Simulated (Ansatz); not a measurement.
# F2H2O2Si: the cost of one run

All numbers below are computed with Ansatz 0.2.0 (RKS PBE-D4/def2-SVP).

## 1. The system as given

Bond lengths: Si1–O2 2.064 Å, Si1–O3 1.544 Å, Si1–F5 1.581 Å, Si1–F6 1.574 Å, O2–H7 0.957 Å. Angles: Si1–O2–H7 117.3°, O2–Si1–O3 79.1°, O2–Si1–F5 106.4°, O2–Si1–F6 108.9°, O3–Si1–F5 125.2°, O3–Si1–F6 128.1°, F5–Si1–F6 102.3°.

As a file:

```xyz
7

Si   -0.5438    0.0693    0.5713
O     1.1160   -0.2629   -0.6103
O    -1.1580   -0.7828   -0.5610
H     0.0285   -0.7717   -1.0493
F    -0.6842    1.6382    0.7114
F    -0.2140   -0.3697    2.0467
H     1.4556    0.4797   -1.1087
```

## 2. A restrained relaxation towards end A

Springs on the bonds that form and break draw the guess towards this end; the thresholds are loose.

input.yaml

```yaml
crystal:
  periodic: [false, false, false]
  atoms:
    - { symbol: Si, position_ang: [-0.5438, 0.0693, 0.5713] }
    - { symbol: O, position_ang: [1.116, -0.2629, -0.6103] }
    - { symbol: O, position_ang: [-1.158, -0.7828, -0.561] }
    - { symbol: H, position_ang: [0.0285, -0.7717, -1.0493] }
    - { symbol: F, position_ang: [-0.6842, 1.6382, 0.7114] }
    - { symbol: F, position_ang: [-0.214, -0.3697, 2.0467] }
    - { symbol: H, position_ang: [1.4556, 0.4797, -1.1087] }
basis:
  gaussian: { orbitals: def2-SVP }
hamiltonian:
  xc: pbe
  dispersion: d4
relax:
  f_tol: 0.15
  max_steps: 25
  restrain:
    - { distance: [3, 1], at: 2.27, k: 30.0 }
    - { distance: [0, 1], at: 1.77, k: 30.0 }
    - { distance: [3, 2], at: 0.97, k: 30.0 }
```

Run with:

```bash
$ ansatz run input.yaml --threads 2 --pin off --max-ram 3072MiB --backend cpu --events-out ev --progress --plain --runs-dir out
```

What time and memory should one allow on 2 threads of AMD EPYC 9R45 (Zen 5), shared host?

About 5.5 s, with a peak of 0.18 GiB.
